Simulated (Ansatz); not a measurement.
# CH2ClFOSi: up Jacob's ladder to CCSD(T)

Aim: compute CH2ClFOSi with functionals from several rungs and with coupled cluster. The yardstick is the atomisation energy at the CCSD(T) limit.

The runs use Ansatz 0.2.0, Gaussian basis; functionals in def2-TZVPP, the program's frozen cores in correlated methods.

The runs, in order: LDA (SPW92), PBE-D4, revPBE-D4, BLYP-D4, r2SCAN-D4, B97M-V, PBE0-D4, B3LYP-D4, r2SCANh-D4, r2SCAN0-D4, HSE06-D4, BHLYP-D4, CAM-B3LYP-D4, LC-ωPBE, ωB97X-V, ωB97M-V, B2PLYP, PBE-QIDH; CCSD(T)/def2-SVP; CCSD(T)/def2-TZVPP; MP2/def2-QZVPP; extrapolation to the limit; RPA on PBE.

### Step 1. The geometry

The geometry comes from an earlier relaxation with PBE0-D4 in a triple-zeta def2 set; it is a stationary point, not always the lowest conformer.

SMILES `F[Si]1(Cl)CO1`, 7 atoms, charge 0, spin multiplicity 1.

Atoms are counted from 1 here; the program's logs count them from 0.

Bond lengths: F1–Si2 1.576 Å, Si2–Cl3 2.011 Å, Si2–C4 1.780 Å, Si2–O5 1.622 Å, C4–O5 1.524 Å, C4–H6 1.087 Å, C4–H7 1.087 Å. Angles: F1–Si2–Cl3 107.3°, F1–Si2–C4 123.3°, F1–Si2–O5 118.2°, Cl3–Si2–C4 125.7°, Cl3–Si2–O5 119.2°, C4–Si2–O5 53.0°, Si2–C4–O5 58.2°, Si2–C4–H6 122.2°, Si2–C4–H7 122.8°, O5–C4–H6 111.7°, O5–C4–H7 111.9°, H6–C4–H7 113.7°, Si2–O5–C4 68.9°.

### Step 2. LDA

This LDA is Slater exchange with PW92 correlation.

File in.yaml:

```yaml
crystal:
  periodic: [false, false, false]
  atoms:
    - {symbol: F, position_ang: [0.274584, -1.404953, 1.596854]}
    - {symbol: Si, position_ang: [-0.166341, -0.729679, 0.243130]}
    - {symbol: Cl, position_ang: [-1.675694, -1.825481, -0.508080]}
    - {symbol: C, position_ang: [0.188769, 0.966401, -0.164499]}
    - {symbol: O, position_ang: [0.991202, -0.187086, -0.754467]}
    - {symbol: H, position_ang: [0.803447, 1.598791, 0.471233]}
    - {symbol: H, position_ang: [-0.354769, 1.514107, -0.929769]}
basis:
  gaussian: {orbitals: def2-TZVPP}
hamiltonian: {xc: lda}
output: {orbitals: {seedname: orbitals}}
```

On the command line:

```console
$ ansatz run in.yaml --threads 2 --pin off --events-out ev --progress --plain --max-ram 4352MiB
```

The runs that follow: PBE-D4 (GGA); revPBE-D4 (GGA); BLYP-D4 (GGA); r2SCAN-D4 (meta-GGA); B97M-V (meta-GGA); PBE0-D4 (hybrid); B3LYP-D4 (hybrid); r2SCANh-D4 (hybrid); r2SCAN0-D4 (hybrid); HSE06-D4 (hybrid); BHLYP-D4 (hybrid); CAM-B3LYP-D4 (range-separated); LC-ωPBE (range-separated); ωB97X-V (range-separated); ωB97M-V (range-separated); B2PLYP (double hybrid); PBE-QIDH (double hybrid); CCSD(T) in def2-SVP; CCSD(T) in def2-TZVPP; MP2 in def2-QZVPP; RPA on PBE orbitals.

**Question.** What will the summary of the whole plan be? Wanted: atomisation energy, CCSD(T)/CBS; farthest beyond LDA; mean size of error, GGA; mean size of error, meta-GGA; mean size of error, hybrid; mean size of error, range-separated; mean size of error, double hybrid; gap, smallest and largest; T1 diagnostic.

As calculated:

| quantity | value |
| --- | --- |
| atomisation energy, CCSD(T)/CBS | 28.801 eV |
| functionals within 0.144 eV (0.5 %) | r2SCAN-D4, B97M-V, HSE06-D4, CAM-B3LYP-D4, LC-ωPBE, ωB97X-V, ωB97M-V |
| farthest beyond LDA | BHLYP-D4 (-1.532 eV) |
| mean size of error, GGA | 0.377 eV |
| mean size of error, meta-GGA | 0.135 eV |
| mean size of error, hybrid | 0.503 eV |
| mean size of error, range-separated | 0.086 eV |
| mean size of error, double hybrid | 0.381 eV |
| gap, smallest and largest | 5.52 eV (LDA (SPW92)), 13.18 eV (LC-ωPBE) |
| T1 diagnostic | 0.0122 |
| triples share of the correlation energy | 3.8 % |

**Reading.** LDA overbinds by 4.701 eV (16 %). PBE-D4 misses by +0.667 eV. Double hybrids carry the basis error of their MP2 part in triple zeta, and no dispersion term here, so their miss is partly the set-up's. The rungs range-separated, meta-GGA miss on average by less than the doubt on the reference (0.144 eV), so they tie. Misses under about 0.144 eV are within the doubt on the reference itself, which lacks core-valence correlation, relativity and higher excitations. Hartree-Fock recovers 70 % of the binding; the rest is correlation. CCSD(T) in def2-SVP is off by -2.613 eV, more than most functionals: a good method in a small basis is no reference. The gap grows from 5.5 to 13.2 eV across the functionals, mostly with the share of exact exchange.
